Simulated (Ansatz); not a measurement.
A run of Ansatz 0.2.0 is set up as follows.

Contents of input.yaml:

```yaml
crystal:
  lattice:
    - [-1.37004, 1.37004, 9.71647]
    - [1.37004, -1.37004, 9.71647]
    - [1.37004, 1.37004, -9.71647]
  atoms:
    - { symbol: Ni, position: [0.19862, 0.19862, 0.0], spin: 1.0 }
    - { symbol: Mo, position: [0.60922, 0.60922, 0.0], spin: 1.0 }
    - { symbol: Pd, position: [0.7931, 0.7931, 0.0] }
    - { symbol: Ir, position: [0.39944, 0.39944, 0.0], spin: 0.6 }
    - { symbol: W, position: [0.99565, 0.99565, 0.0] }
hamiltonian:
  xc: pbe
  pseudopotentials: { kind: paw }
magnetization:
  spin_polarized: true
kpoints:
  mp_grid: { grid: [10, 10, 10] }
scf:
  occupations: { method: fermi_dirac, width: 0.05 }
output:
  forces: true
  stress: true
  eigenvalues: true
relax:
  f_tol: 0.01
  max_steps: 40
  cell: { stress_tol: 0.05, p_target: 5.0 }
```

Potentials or basis: Ansatz PAW.

Command:

```sh
$ ansatz run input.yaml --threads 8 --pin off --max-ram 20480MiB --backend cpu --events-out ev --progress --plain --runs-dir out
```

Estimate the relaxed volume.

14.30 Å³/atom.

Estimate the relaxed cell.

a = 9.867 Å, b = 9.867 Å, c = 9.867 Å, α = 164.17°, β = 164.17°, γ = 22.46°.

Estimate the space group after relaxing (to 0.05 Å).

I4mm (No. 107).

Estimate the band gap on the k mesh.

none (metal or under the smearing width).

Step by step:
```tsv
step	energy change (eV)	largest force (eV/Å)	volume (Å³)
1	0.0000	0.0502	72.95
2	0.0166	0.0484	71.63
3	0.0209	0.0194	71.48
4	0.0209	0.0043	71.48
5	0.0215	0.0043	71.48
```

Caveat: the plane-wave basis is chosen anew once the cell has moved, so the energies of steps on either side of that aren't comparable; the starting moments weren't kept. The run has no spin-orbit coupling, so splittings on Ir, W are missing.
